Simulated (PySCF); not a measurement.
# GaB: from the state search to spectroscopic constants

What are the lowest state that PBE0 finds, the bond length, vibrational wavenumber and bond energy of GaB, and how much do these hang on the method?

The runs use PySCF 2.14.0; Ga def2-TZVPP, B def2-TZVPP, no relativity.

## 1. Input

Settings of the job:

```json
{
 "atoms": "Ga, B",
 "charge": "0",
 "basis": "Ga def2-TZVPP, B def2-TZVPP",
 "Hamiltonian": "no relativity",
 "basis functions": "79",
 "electrons treated": "36",
 "masses in u": "68.9256, 11.0093",
 "levels": "PBE0, PBE, r²SCAN, PBEsol, M06, r²SCAN0, LDA, ωB97M-V, HF, MP2, SCS-MP2, CCSD, CCSD(T)",
 "grid": "80 radial by 434 angular points",
 "occupations": "held fixed by the projection of orbital angular momentum",
 "dissociation limit": "Ga + B, each in its ground configuration",
 "starting distance in angstrom": "2.020",
 "values of 2S to try": "0, 2"
}
```

Run with:

```console
> OMP_NUM_THREADS=1 python dia.py task.json out
```

The job searches for the state first and then visits each distance with every level. Its results follow level by level.

## 2. Which determinant to follow

Unrestricted PBE0 solutions at 2.020 Å, counted from the lowest. The search isn't exhaustive.

```tsv
2Ms+1	unpaired	term	E (eV)	⟨S²⟩	⟨Lz²⟩	μ (D)
3	π ↑↑	³Σ⁻	0.00	2.07	0.00	-1.71
3	σ ↑, π ↑	³Π	0.19	2.01	1.00	-0.85
1	π ↑↓	not assigned	0.22	1.01	2.02	-1.74
1	σ ↓, π ↑	not assigned	0.35	1.02	1.00	-1.01
1	none	not assigned	0.98	0.00	2.00	-1.59
3	σ ↑↑, π ↑↓	not assigned	2.13	3.01	2.01	-2.00
```

6 of 10 solutions are listed, lowest first.

A term symbol stands only where ⟨S²⟩ and ⟨Lz²⟩ are near those of a pure state. A positive dipole means Ga(−)B(+).

The most promising solutions are followed along the bond (rough minima from three points):

```tsv
2Ms+1	unpaired	R at minimum (Å)	energy at minimum (eV)
3	σ ↑, π ↑	2.24	0.00
3	π ↑↑	2.04	0.01
1	σ ↓, π ↑	2.24	0.17
1	π ↑↓	2.05	0.22
1	none	2.08	0.98
```

The search made 10 SCF attempts at the starting distance; with the short scans it took 29 s of wall time (1 thread of Intel Xeon Platinum 8559C (Emerald Rapids), shared host).

## 3. The PBE0 curve of the state that the search chose

State followed: ³Π (triplet), unpaired electrons σ ↑, π ↑. The scan is laid around 2.237 Å.

The SCF at the reference distance, 2.237 Å, printed:

```text
******** <class 'pyscf.dft.uks_symm.SymAdaptedUKS'> ********
method = SymAdaptedUKS
initial guess = minao
damping factor = 0
level_shift factor = 0
DIIS = <class 'pyscf.scf.diis.CDIIS'>
diis_start_cycle = 1
diis_space = 10
diis_damp = 0
SCF conv_tol = 1e-09
SCF conv_tol_grad = None
SCF max_cycles = 60
direct_scf = False
max_memory 2100 MB (current use 518 MB)
number electrons alpha = 19  beta = 17
XC library pyscf.dft.libxc version 7.0.0
    S. Lehtola, C. Steigemann, M. J.T. Oliveira, and M. A.L. Marques.,  SoftwareX 7, 1–5 (2018)
XC functionals = PBE0
    C. Adamo and V. Barone.,  J. Chem. Phys. 110, 6158 (1999)
    M. Ernzerhof and G. E. Scuseria.,  J. Chem. Phys. 110, 5029 (1999)
small_rho_cutoff = 0
Overwritten attributes  get_j get_jk get_k get_occ get_hcore  of <class 'pyscf.dft.uks_symm.SymAdaptedUKS'>
<class 'pyscf.dft.uks_symm.SymAdaptedUKS'> does not have attributes  refdm
Set gradient conv threshold to 3.16228e-05
init E= -1949.24442614882
cycle= 1 E= -1949.24357619794  delta_E= 0.00085  |g|= 0.00672  |ddm|= 0.039
cycle= 2 E= -1949.24357607842  delta_E= 1.2e-07  |g|= 0.0071  |ddm|= 0.0195
cycle= 3 E= -1949.24361872693  delta_E= -4.26e-05  |g|= 0.00156  |ddm|= 0.0114
cycle= 4 E= -1949.24362023169  delta_E= -1.5e-06  |g|= 0.000405  |ddm|= 0.002
cycle= 5 E= -1949.24362027952  delta_E= -4.78e-08  |g|= 0.000182  |ddm|= 0.000498
cycle= 6 E= -1949.24362033369  delta_E= -5.42e-08  |g|= 4.3e-05  |ddm|= 0.000399
cycle= 7 E= -1949.24362034378  delta_E= -1.01e-08  |g|= 1.54e-05  |ddm|= 0.000229
cycle= 8 E= -1949.24362034524  delta_E= -1.46e-09  |g|= 2.68e-06  |ddm|= 0.000114
cycle= 9 E= -1949.24362034525  delta_E= -1.16e-11  |g|= 4.1e-07  |ddm|= 1.47e-05
Extra cycle  E= -1949.24362034527  delta_E= -1.27e-11  |g|= 5.28e-07  |ddm|= 1.11e-06
converged SCF energy = -1949.24362034527  <S^2> = 2.0065952  2S+1 = 3.0043936
```

Points of the scan, energies from the lowest:

```tsv
R (Å)	E (eV)	μ (D)	Mulliken charge of Ga (e)	Mayer bond order	⟨S²⟩	HOMO (eV)	LUMO (eV)
1.9238	0.4746	-0.64	0.00	1.31	2.01	-5.44	-3.79
2.0133	0.2101	-0.83	0.04	1.28	2.01	-5.44	-3.61
2.1028	0.0648	-1.04	0.09	1.24	2.01	-5.44	-3.45
2.1699	0.0137	-1.20	0.12	1.21	2.01	-5.43	-3.33
2.2370	0.0000	-1.36	0.15	1.18	2.01	-5.36	-3.23
2.3041	0.0151	-1.52	0.17	1.16	2.01	-5.24	-3.14
2.3936	0.0687	-1.74	0.19	1.13	2.01	-5.09	-3.02
2.5054	0.1722	-2.00	0.21	1.10	2.01	-4.92	-2.90
2.6397	0.3286	-2.28	0.22	1.06	2.01	-4.75	-2.78
2.8186	0.5607	-2.61	0.22	1.03	2.01	-4.56	-2.66
```

The fit gives Re = 2.232 Å, ωe = 431 cm⁻¹, ωexe = 2.74 cm⁻¹, αe = 0.00340 cm⁻¹, Be = 0.3563 cm⁻¹, De = 1.99 eV, μ = -1.35 D.

Orbitals nearest the gap at 2.237 Å:

```tsv
spin	orbital	ε (eV)	filled	made of
β	π	-23.23	yes	Ga d 100 %
α	π	-23.21	yes	Ga d 100 %
β	σ	-23.16	yes	Ga d 100 %
β	π	-23.14	yes	Ga d 100 %
α	σ	-12.82	yes	B s 52 %, Ga s 37 %
β	σ	-11.43	yes	Ga s 50 %, B s 40 %
α	σ	-8.90	yes	Ga s 50 %, B s 36 %, B p 10 %
β	σ	-7.40	yes	Ga s 45 %, B s 42 %, Ga p 10 %
α	σ	-5.41	yes	B p 50 %, Ga p 36 %, Ga s 9 %
α	π	-5.36	yes	B p 68 %, Ga p 29 %
α	π	-3.23	no	B p 54 %, Ga p 44 %
β	π	-2.86	no	Ga p 50 %, B p 48 %
β	π	-2.26	no	Ga p 62 %, B p 37 %
α	π	-1.23	no	Ga p 72 %, B p 26 %
```

Polarisability there: 101.5 bohr³ along the bond, 68.5 across it. Without diffuse functions these come out too small, above all across the bond.

## 4. Orbitals, density and potential

The fields below are evaluated on a grid from the run's orbitals.

Frontier orbitals at PBE0 (alpha spin), with the share of their density that lies nearest to each atom:

```tsv
orbital	energy (eV)	lies on
HOMO-1	-5.41	B2 56 %; Ga1 44 %
HOMO	-5.36	B2 71 %; Ga1 29 %
LUMO	-3.23	B2 58 %; Ga1 42 %
```

ELF in a plane through or near 2 of the atoms.

Values, 10 rows by 14 columns:
```
0.00 0.01 0.05 0.11 0.16 0.18 0.21 0.24 0.31 0.25 0.12 0.03 0.01 0.00
0.01 0.19 0.55 0.68 0.64 0.50 0.42 0.48 0.71 0.73 0.63 0.39 0.14 0.01
0.10 0.63 0.89 0.88 0.71 0.54 0.52 0.63 0.84 0.88 0.85 0.74 0.49 0.06
0.44 0.93 0.94 0.82 0.38 0.23 0.47 0.75 0.93 0.95 0.96 0.93 0.84 0.31
0.70 0.97 0.91 0.52 0.45 0.68 0.18 0.78 0.68 0.19 0.96 0.98 0.93 0.55
0.74 0.98 0.90 0.40 0.68 0.56 0.19 0.77 0.27 0.85 0.92 0.98 0.94 0.59
0.60 0.96 0.92 0.71 0.21 0.27 0.29 0.78 0.92 0.83 0.97 0.96 0.90 0.45
0.25 0.84 0.94 0.86 0.64 0.47 0.53 0.70 0.90 0.93 0.93 0.87 0.70 0.16
0.06 0.48 0.81 0.85 0.72 0.55 0.49 0.58 0.80 0.84 0.80 0.64 0.36 0.04
0.00 0.05 0.23 0.35 0.39 0.34 0.32 0.37 0.54 0.52 0.37 0.15 0.04 0.00
```
The map spans 7.4 Å across and 5.2 Å up, centred on the molecule. Atoms in the plane (x, y in Å): Ga1 (-1.1, 0.0), B2 (1.1, 0.0).

log10 of the density (e/Å³) in the same plane.

Ten even steps from '0' (-4.0) to '9' (3.5):
```
0001111111111111111111110000
0111112222222222222221111000
1111222222222222222222211100
1122223333333333333332222110
1122223333333333333333222110
1222333344443333444333322211
1223334444444444444443332211
2223334455554444444444333221
2233344567765444555544333221
2233444569965445577544433221
2233444569965445577544433221
2233344567665444555544333221
2223334455554444444444333221
1223334444444444444443332211
1222333344443333444333322211
1122223333333333333333222110
1122223333333333333332222110
1111222222222222222222211100
0111112222222222222221111000
0001111111111111111111110000
```
The map spans 7.4 Å across and 5.2 Å up, centred on the molecule. Atoms in the plane (x, y in Å): Ga1 (-1.1, 0.0), B2 (1.1, 0.0).

On the surface of density 0.002 e/bohr³ the electrostatic potential runs, from the 1st to the 99th percentile, from -0.81 V near B2 to 2.13 V near Ga1.

The spin density lies nearest to B2 69 %; Ga1 31 %.

## 5. Higher solutions at PBE0

State 2: ³Σ⁻ (triplet), unpaired electrons π ↑↑, an excited solution.

Log of the SCF at 2.237 Å:

```text
[... 13 set-up lines left out, the same as in an earlier log ...]
max_memory 2100 MB (current use 580 MB)
[... 8 set-up lines left out, the same as in an earlier log ...]
init E= -1949.23481410308
cycle= 1 E= -1949.23745144763  delta_E= -0.00264  |g|= 0.0104  |ddm|= 0.0367
cycle= 2 E= -1949.23705953895  delta_E= 0.000392  |g|= 0.0218  |ddm|= 0.0414
cycle= 3 E= -1949.23757389609  delta_E= -0.000514  |g|= 0.00289  |ddm|= 0.0289
cycle= 4 E= -1949.2375801355  delta_E= -6.24e-06  |g|= 0.000715  |ddm|= 0.00334
cycle= 5 E= -1949.23758078064  delta_E= -6.45e-07  |g|= 0.000445  |ddm|= 0.00128
cycle= 6 E= -1949.23758164789  delta_E= -8.67e-07  |g|= 0.00028  |ddm|= 0.00151
cycle= 7 E= -1949.23758278835  delta_E= -1.14e-06  |g|= 0.000191  |ddm|= 0.00288
cycle= 8 E= -1949.23758342304  delta_E= -6.35e-07  |g|= 5.09e-05  |ddm|= 0.00356
cycle= 9 E= -1949.23758344367  delta_E= -2.06e-08  |g|= 1.27e-05  |ddm|= 0.000589
cycle= 10 E= -1949.23758344431  delta_E= -6.42e-10  |g|= 2.29e-06  |ddm|= 7.55e-05
Extra cycle  E= -1949.23758344432  delta_E= -9.09e-12  |g|= 2e-06  |ddm|= 4.91e-06
converged SCF energy = -1949.23758344432  <S^2> = 2.0273223  2S+1 = 3.0181599
```

Re = 2.033 Å, ωe = 538 cm⁻¹, ωexe = 3.72 cm⁻¹, αe = 0.00409 cm⁻¹, Be = 0.4296 cm⁻¹, μ = -1.73 D. Its minimum lies 0.01 eV above that of the lowest state.

State 3: Ms = 0 determinant of mixed spin (⟨S²⟩ = 1.02), unpaired electrons σ ↓, π ↑, an excited solution.

Log of the SCF at 2.237 Å:

```text
[... 14 set-up lines left out, the same as in an earlier log ...]
number electrons alpha = 18  beta = 18
[... 7 set-up lines left out, the same as in an earlier log ...]
init E= -1949.23833347193
cycle= 1 E= -1949.23750820543  delta_E= 0.000825  |g|= 0.00647  |ddm|= 0.0391
cycle= 2 E= -1949.23751671224  delta_E= -8.51e-06  |g|= 0.00613  |ddm|= 0.0172
cycle= 3 E= -1949.23754695648  delta_E= -3.02e-05  |g|= 0.00153  |ddm|= 0.00998
cycle= 4 E= -1949.23754844134  delta_E= -1.48e-06  |g|= 0.000409  |ddm|= 0.00207
cycle= 5 E= -1949.23754846159  delta_E= -2.02e-08  |g|= 0.000174  |ddm|= 0.000429
cycle= 6 E= -1949.23754849509  delta_E= -3.35e-08  |g|= 2.28e-05  |ddm|= 0.000309
cycle= 7 E= -1949.23754849655  delta_E= -1.46e-09  |g|= 7.9e-06  |ddm|= 7.75e-05
cycle= 8 E= -1949.23754849677  delta_E= -2.16e-10  |g|= 1.64e-06  |ddm|= 3.76e-05
Extra cycle  E= -1949.23754849678  delta_E= -1.46e-11  |g|= 1.01e-06  |ddm|= 6.03e-06
converged SCF energy = -1949.23754849678  <S^2> = 1.0191075  2S+1 = 2.2530934
```

Re = 2.232 Å, ωe = 431 cm⁻¹; the determinant mixes terms (⟨S²⟩ = 1.02, ⟨Lz²⟩ = 1.00), so these belong to no real state. Its minimum lies 0.17 eV above that of the lowest state.

State 4: Ms = 0 determinant of mixed spin (⟨S²⟩ = 1.01), unpaired electrons π ↑↓, an excited solution.

The SCF at the reference distance, 2.237 Å, printed:

```text
[... 22 set-up lines left out, the same as in an earlier log ...]
init E= -1949.22787239182
cycle= 1 E= -1949.23031901166  delta_E= -0.00245  |g|= 0.00961  |ddm|= 0.0357
cycle= 2 E= -1949.2299589359  delta_E= 0.00036  |g|= 0.0207  |ddm|= 0.0385
cycle= 3 E= -1949.23041934539  delta_E= -0.00046  |g|= 0.00278  |ddm|= 0.0274
cycle= 4 E= -1949.2304252472  delta_E= -5.9e-06  |g|= 0.000597  |ddm|= 0.00326
cycle= 5 E= -1949.23042521645  delta_E= 3.07e-08  |g|= 0.000304  |ddm|= 0.000571
cycle= 6 E= -1949.23042531492  delta_E= -9.85e-08  |g|= 3.04e-05  |ddm|= 0.000376
cycle= 7 E= -1949.23042531541  delta_E= -4.97e-10  |g|= 5.66e-06  |ddm|= 4.05e-05
Extra cycle  E= -1949.23042531542  delta_E= -4.55e-12  |g|= 5.38e-06  |ddm|= 1.32e-05
converged SCF energy = -1949.23042531542  <S^2> = 1.0078929  2S+1 = 2.2431165
```

Re = 2.046 Å, ωe = 531 cm⁻¹; the determinant mixes terms (⟨S²⟩ = 1.01, ⟨Lz²⟩ = 2.02), so these belong to no real state. Its minimum lies 0.22 eV above that of the lowest state.

Energy (eV) from the lowest point of the lowest state:

```tsv
R (Å)	lowest	state 2	state 3	state 4
1.924	0.475	0.078	0.640	0.312
2.013	0.210	0.009	0.375	0.229
2.103	0.065	0.029	0.230	0.238
2.170	0.014	0.085	0.179	0.286
2.237	0.000	0.164	0.165	0.359
2.304	0.015	0.261	0.180	0.449
2.394	0.069	0.405	0.234	0.587
2.505	0.172	0.599	0.338	0.773
2.640	0.329	0.833	0.494	0.999
2.819	0.561	1.129	0.725	1.286
```

## 6. PBE

Output of the SCF at 2.237 Å:

```text
[... 17 set-up lines left out, the same as in an earlier log ...]
XC functionals = PBE
    J. P. Perdew, K. Burke, and M. Ernzerhof.,  Phys. Rev. Lett. 77, 3865 (1996)
    J. P. Perdew, K. Burke, and M. Ernzerhof.,  Phys. Rev. Lett. 78, 1396 (1997)
    J. P. Perdew, K. Burke, and M. Ernzerhof.,  Phys. Rev. Lett. 77, 3865 (1996)
    J. P. Perdew, K. Burke, and M. Ernzerhof.,  Phys. Rev. Lett. 78, 1396 (1997)
[... 2 set-up lines left out, the same as in an earlier log ...]
init E= -1949.2017382379
cycle= 1 E= -1949.20268123578  delta_E= -0.000943  |g|= 0.0961  |ddm|= 0.113
cycle= 2 E= -1949.20050530392  delta_E= 0.00218  |g|= 0.155  |ddm|= 0.098
cycle= 3 E= -1949.20396299258  delta_E= -0.00346  |g|= 0.00627  |ddm|= 0.0644
cycle= 4 E= -1949.20400794313  delta_E= -4.5e-05  |g|= 0.0013  |ddm|= 0.0124
cycle= 5 E= -1949.2040098883  delta_E= -1.95e-06  |g|= 0.000463  |ddm|= 0.00282
cycle= 6 E= -1949.20401013157  delta_E= -2.43e-07  |g|= 9.42e-05  |ddm|= 0.000962
cycle= 7 E= -1949.20401014533  delta_E= -1.38e-08  |g|= 2.07e-05  |ddm|= 0.000307
cycle= 8 E= -1949.20401014568  delta_E= -3.5e-10  |g|= 5.65e-06  |ddm|= 4.84e-05
Extra cycle  E= -1949.20401014561  delta_E= 7.28e-11  |g|= 9.76e-06  |ddm|= 2.49e-05
converged SCF energy = -1949.20401014561  <S^2> = 2.0035637  2S+1 = 3.0023748
```

Re = 2.252 Å, ωe = 407 cm⁻¹, ωexe = 2.91 cm⁻¹, αe = 0.00364 cm⁻¹, Be = 0.3501 cm⁻¹, De = 2.14 eV, μ = -1.36 D. 13 s of CPU time for 12 points, integrals apart.

## 7. r²SCAN

The SCF at the reference distance, 2.237 Å, printed:

```text
[... 17 set-up lines left out, the same as in an earlier log ...]
XC functionals = R2SCAN
    J. W. Furness, A. D. Kaplan, J. Ning, J. P. Perdew, and J. Sun.,  J. Phys. Chem. Lett. 11, 8208-8215 (2020)
    J. W. Furness, A. D. Kaplan, J. Ning, J. P. Perdew, and J. Sun.,  J. Phys. Chem. Lett. 11, 9248-9248 (2020)
    J. W. Furness, A. D. Kaplan, J. Ning, J. P. Perdew, and J. Sun.,  J. Phys. Chem. Lett. 11, 8208-8215 (2020)
    J. W. Furness, A. D. Kaplan, J. Ning, J. P. Perdew, and J. Sun.,  J. Phys. Chem. Lett. 11, 9248-9248 (2020)
[... 2 set-up lines left out, the same as in an earlier log ...]
init E= -1949.50355513884
cycle= 1 E= -1949.50454243972  delta_E= -0.000987  |g|= 0.0194  |ddm|= 0.0887
cycle= 2 E= -1949.50401972608  delta_E= 0.000523  |g|= 0.0293  |ddm|= 0.0637
cycle= 3 E= -1949.50475227046  delta_E= -0.000733  |g|= 0.00678  |ddm|= 0.048
cycle= 4 E= -1949.50478178345  delta_E= -2.95e-05  |g|= 0.00124  |ddm|= 0.00927
cycle= 5 E= -1949.50478353795  delta_E= -1.75e-06  |g|= 0.000256  |ddm|= 0.00285
cycle= 6 E= -1949.50478366722  delta_E= -1.29e-07  |g|= 5.61e-05  |ddm|= 0.000798
cycle= 7 E= -1949.50478367776  delta_E= -1.05e-08  |g|= 3.42e-05  |ddm|= 0.000267
cycle= 8 E= -1949.50478367939  delta_E= -1.64e-09  |g|= 5.7e-06  |ddm|= 0.000115
cycle= 9 E= -1949.50478367944  delta_E= -4.75e-11  |g|= 1.38e-06  |ddm|= 2.44e-05
Extra cycle  E= -1949.50478367945  delta_E= -3.87e-12  |g|= 1.48e-06  |ddm|= 5.16e-06
converged SCF energy = -1949.50478367945  <S^2> = 2.0089519  2S+1 = 3.005962
```

Re = 2.227 Å, ωe = 431 cm⁻¹, ωexe = 2.97 cm⁻¹, αe = 0.00354 cm⁻¹, Be = 0.3581 cm⁻¹, De = 2.12 eV, μ = -1.08 D.

## 8. PBEsol

Output of the SCF at 2.237 Å:

```text
[... 13 set-up lines left out, the same as in an earlier log ...]
max_memory 2100 MB (current use 581 MB)
[... 3 set-up lines left out, the same as in an earlier log ...]
XC functionals = PBEsol
    J. P. Perdew, A. Ruzsinszky, G. I. Csonka, O. A. Vydrov, G. E. Scuseria, L. A. Constantin, X. Zhou, and K. Burke.,  Phys. Rev. Lett. 100, 136406 (2008)
    J. P. Perdew, A. Ruzsinszky, G. I. Csonka, O. A. Vydrov, G. E. Scuseria, L. A. Constantin, X. Zhou, and K. Burke.,  Phys. Rev. Lett. 100, 136406 (2008)
[... 2 set-up lines left out, the same as in an earlier log ...]
init E= -1947.62817344735
cycle= 1 E= -1947.62905830272  delta_E= -0.000885  |g|= 0.121  |ddm|= 0.125
cycle= 2 E= -1947.62547735751  delta_E= 0.00358  |g|= 0.186  |ddm|= 0.139
cycle= 3 E= -1947.63128551888  delta_E= -0.00581  |g|= 0.00722  |ddm|= 0.0959
cycle= 4 E= -1947.63133026169  delta_E= -4.47e-05  |g|= 0.0043  |ddm|= 0.0182
cycle= 5 E= -1947.63134907856  delta_E= -1.88e-05  |g|= 0.000652  |ddm|= 0.00755
cycle= 6 E= -1947.63134952382  delta_E= -4.45e-07  |g|= 0.000145  |ddm|= 0.00123
cycle= 7 E= -1947.63134955754  delta_E= -3.37e-08  |g|= 2.18e-05  |ddm|= 0.000504
cycle= 8 E= -1947.63134955838  delta_E= -8.42e-10  |g|= 7.51e-06  |ddm|= 6.36e-05
Extra cycle  E= -1947.63134955827  delta_E= 1.11e-10  |g|= 1.25e-05  |ddm|= 3.53e-05
converged SCF energy = -1947.63134955827  <S^2> = 2.003033  2S+1 = 3.0020213
```

Re = 2.231 Å, ωe = 420 cm⁻¹, ωexe = 2.91 cm⁻¹, αe = 0.00360 cm⁻¹, Be = 0.3567 cm⁻¹, De = 2.31 eV, μ = -1.27 D. 8.1 s of CPU time for 12 points, integrals apart.

## 9. M06 (hybrid meta-GGA)

Output of the SCF at 2.237 Å:

```text
[... 17 set-up lines left out, the same as in an earlier log ...]
XC functionals = M06
    Y. Zhao and D. G. Truhlar.,  Theor. Chem. Acc. 120, 215 (2008)
    Y. Zhao and D. G. Truhlar.,  Theor. Chem. Acc. 120, 215 (2008)
[... 2 set-up lines left out, the same as in an earlier log ...]
init E= -1949.47724219049
cycle= 1 E= -1949.48056895312  delta_E= -0.00333  |g|= 0.0195  |ddm|= 0.279
cycle= 2 E= -1949.48060738139  delta_E= -3.84e-05  |g|= 0.0221  |ddm|= 0.0333
cycle= 3 E= -1949.48069501719  delta_E= -8.76e-05  |g|= 0.00313  |ddm|= 0.012
cycle= 4 E= -1949.48069895148  delta_E= -3.93e-06  |g|= 0.00113  |ddm|= 0.0088
cycle= 5 E= -1949.48070018553  delta_E= -1.23e-06  |g|= 0.000474  |ddm|= 0.00258
cycle= 6 E= -1949.48070042675  delta_E= -2.41e-07  |g|= 0.000137  |ddm|= 0.00121
cycle= 7 E= -1949.48070044727  delta_E= -2.05e-08  |g|= 2.11e-05  |ddm|= 0.00032
cycle= 8 E= -1949.48070044774  delta_E= -4.74e-10  |g|= 3.37e-06  |ddm|= 0.000103
Extra cycle  E= -1949.48070044775  delta_E= -9.09e-13  |g|= 3.43e-06  |ddm|= 1.39e-05
converged SCF energy = -1949.48070044775  <S^2> = 2.0034679  2S+1 = 3.0023111
```

Re = 2.255 Å, ωe = 410 cm⁻¹, ωexe = 2.71 cm⁻¹, αe = 0.00346 cm⁻¹, Be = 0.3491 cm⁻¹, De = 1.90 eV, μ = -1.61 D. 21 s of CPU time for 12 points, integrals apart.

## 10. r²SCAN0 (hybrid meta-GGA)

The SCF at the reference distance, 2.237 Å, printed:

```text
[... 17 set-up lines left out, the same as in an earlier log ...]
XC functionals = HYB_MGGA_XC_R2SCAN0
    M. Bursch, H. Neugebauer, S. Ehlert, and S. Grimme.,  J. Chem. Phys. 156, 134105 (2022)
[... 2 set-up lines left out, the same as in an earlier log ...]
init E= -1949.47579438986
cycle= 1 E= -1949.47624400095  delta_E= -0.00045  |g|= 0.041  |ddm|= 0.068
cycle= 2 E= -1949.47605652111  delta_E= 0.000187  |g|= 0.0542  |ddm|= 0.0501
cycle= 3 E= -1949.47656333091  delta_E= -0.000507  |g|= 0.00172  |ddm|= 0.0261
cycle= 4 E= -1949.47657228402  delta_E= -8.95e-06  |g|= 0.000963  |ddm|= 0.00692
cycle= 5 E= -1949.47657441988  delta_E= -2.14e-06  |g|= 0.000438  |ddm|= 0.00276
cycle= 6 E= -1949.47657520949  delta_E= -7.9e-07  |g|= 0.000188  |ddm|= 0.00201
cycle= 7 E= -1949.47657533548  delta_E= -1.26e-07  |g|= 4.35e-05  |ddm|= 0.00105
cycle= 8 E= -1949.47657534113  delta_E= -5.65e-09  |g|= 1.08e-05  |ddm|= 0.000218
cycle= 9 E= -1949.47657534141  delta_E= -2.77e-10  |g|= 2.43e-06  |ddm|= 4.55e-05
Extra cycle  E= -1949.47657534142  delta_E= -1.05e-11  |g|= 1.56e-06  |ddm|= 8.39e-06
converged SCF energy = -1949.47657534142  <S^2> = 2.0113442  2S+1 = 3.0075533
```

Re = 2.219 Å, ωe = 443 cm⁻¹, ωexe = 2.81 cm⁻¹, αe = 0.00338 cm⁻¹, Be = 0.3605 cm⁻¹, De = 1.97 eV, μ = -1.13 D.

## 11. LDA (local density)

The SCF at the reference distance, 2.237 Å, printed:

```text
[... 13 set-up lines left out, the same as in an earlier log ...]
max_memory 2100 MB (current use 582 MB)
[... 3 set-up lines left out, the same as in an earlier log ...]
XC functionals = LDA,VWN
    P. A. M. Dirac.,  Math. Proc. Cambridge Philos. Soc. 26, 376 (1930)
    F. Bloch.,  Z. Phys. 57, 545 (1929)
    S. H. Vosko, L. Wilk, and M. Nusair.,  Can. J. Phys. 58, 1200 (1980)
[... 2 set-up lines left out, the same as in an earlier log ...]
init E= -1946.22296238552
cycle= 1 E= -1946.22596674493  delta_E= -0.003  |g|= 0.146  |ddm|= 0.202
cycle= 2 E= -1946.22030007781  delta_E= 0.00567  |g|= 0.22  |ddm|= 0.172
cycle= 3 E= -1946.22900591682  delta_E= -0.00871  |g|= 0.0153  |ddm|= 0.133
cycle= 4 E= -1946.22922312515  delta_E= -0.000217  |g|= 0.00876  |ddm|= 0.0381
cycle= 5 E= -1946.22929539571  delta_E= -7.23e-05  |g|= 0.000996  |ddm|= 0.014
cycle= 6 E= -1946.22929625577  delta_E= -8.6e-07  |g|= 0.000136  |ddm|= 0.00177
cycle= 7 E= -1946.22929627777  delta_E= -2.2e-08  |g|= 2.46e-05  |ddm|= 0.000342
cycle= 8 E= -1946.2292962787  delta_E= -9.32e-10  |g|= 7.87e-06  |ddm|= 6.92e-05
Extra cycle  E= -1946.22929627861  delta_E= 9.32e-11  |g|= 1.28e-05  |ddm|= 3.5e-05
converged SCF energy = -1946.22929627861  <S^2> = 2.0022934  2S+1 = 3.0015285
```

Re = 2.205 Å, ωe = 434 cm⁻¹, ωexe = 2.99 cm⁻¹, αe = 0.00365 cm⁻¹, Be = 0.3653 cm⁻¹, De = 2.54 eV, μ = -1.25 D. 8.3 s of CPU time for 12 points, integrals apart.

## 12. ωB97M-V (range-separated hybrid)

The SCF at the reference distance, 2.237 Å, printed:

```text
[... 17 set-up lines left out, the same as in an earlier log ...]
XC functionals = WB97M_V
    N. Mardirossian and M. Head-Gordon.,  J. Chem. Phys. 144, 214110 (2016)
** Following is NLC and NLC Grids **
NLC functional = WB97M_V
[... 2 set-up lines left out, the same as in an earlier log ...]
init E= -1949.41730125631
cycle= 1 E= -1949.41885035141  delta_E= -0.00155  |g|= 0.0124  |ddm|= 0.103
cycle= 2 E= -1949.41893936417  delta_E= -8.9e-05  |g|= 0.0112  |ddm|= 0.022
cycle= 3 E= -1949.41896550815  delta_E= -2.61e-05  |g|= 0.00244  |ddm|= 0.00596
cycle= 4 E= -1949.41897485969  delta_E= -9.35e-06  |g|= 0.000707  |ddm|= 0.00552
cycle= 5 E= -1949.41897674726  delta_E= -1.89e-06  |g|= 0.000375  |ddm|= 0.00262
cycle= 6 E= -1949.41897741862  delta_E= -6.71e-07  |g|= 0.000187  |ddm|= 0.00153
cycle= 7 E= -1949.41897770407  delta_E= -2.85e-07  |g|= 0.000102  |ddm|= 0.00108
cycle= 8 E= -1949.41897780281  delta_E= -9.87e-08  |g|= 3.01e-05  |ddm|= 0.00086
cycle= 9 E= -1949.41897780864  delta_E= -5.83e-09  |g|= 6.38e-06  |ddm|= 0.000256
cycle= 10 E= -1949.41897780879  delta_E= -1.48e-10  |g|= 1.22e-06  |ddm|= 5.92e-05
Extra cycle  E= -1949.41897780878  delta_E= 3.18e-12  |g|= 5.51e-07  |ddm|= 6.33e-06
converged SCF energy = -1949.41897780878  <S^2> = 2.0051879  2S+1 = 3.0034566
```

Re = 2.226 Å, ωe = 434 cm⁻¹, ωexe = 2.62 cm⁻¹, αe = 0.00333 cm⁻¹, Be = 0.3584 cm⁻¹, De = 1.77 eV, μ = -1.49 D.

(Part 1 of 2 ends here.)
